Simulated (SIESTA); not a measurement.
A run of SIESTA 5.4.2 is set up as follows.

Contents of InSb3.fdf:

```
SystemName                      InSb3
SystemLabel                     InSb3
NumberOfSpecies                 2
NumberOfAtoms                   4
%block ChemicalSpeciesLabel
  1  51 Sb
  2  49 In
%endblock ChemicalSpeciesLabel

LatticeConstant                 1.0 Ang
%block LatticeVectors
     4.8063670000     0.0000000000     0.0000000000
     0.0000000000     4.8063670000     0.0000000000
     0.0000000000     0.0000000000     4.8063670000
%endblock LatticeVectors
AtomicCoordinatesFormat         Fractional
%block AtomicCoordinatesAndAtomicSpecies
     0.5105020000     0.4886910000    -0.0062530000  1  Sb
     0.0002960000     0.5084560000     0.5041920000  1  Sb
     0.5009570000    -0.0012920000     0.5004910000  1  Sb
    -0.0042560000    -0.0027610000     0.0041050000  2  In
%endblock AtomicCoordinatesAndAtomicSpecies

%block kgrid.MonkhorstPack
    6   0   0  0.0
    0   6   0  0.0
    0   0   6  0.0
%endblock kgrid.MonkhorstPack
XC.Functional                   GGA
XC.Authors                      PBE
PAO.BasisSize                   DZP
PAO.EnergyShift                 0.003 Ry
Mesh.Cutoff                     500 Ry
OccupationFunction              FD
ElectronicTemperature           0.05 eV
MaxSCFIterations                120
SCF.MustConverge                false
SCF.Mixer.Method                Pulay
SCF.Mixer.Weight                0.25
SCF.Mixer.History               8
SCF.DM.Tolerance                5.0e-05
SCF.H.Tolerance                 1.0e-03 eV
WriteForces                     true
Charge.Mulliken                 end
%block PAO.Basis
  Sb 4
  n=5 0 2
    5.984 0.000
  n=5 1 2
    7.890 0.000
  n=4 2 2
    3.483 0.000
  n=5 2 1
    7.890
  In 4
  n=5 0 2
    6.996 0.000
  n=5 1 2
    9.500 0.000
  n=4 2 2
    4.106 0.000
  n=5 2 1
    9.500
%endblock PAO.Basis
```

Potentials or basis: PseudoDojo 0.4 standard (PBE files), DZP (energy shift 0.003 Ry; two zetas on semicore shells).

Run with:

```bash
$ siesta InSb3.fdf > InSb3.out 2>&1
```

(1) What does it give for the largest force?

(2) Predict the band gap on the k mesh.

(3) Predict the pressure.

Answers

(1) 0.117 eV/Å.

(2) none (metal or under the smearing width).

(3) 1.8 GPa.

Caveat: the basis of atomic orbitals isn't converged, which shifts pressures, moduli and gaps.
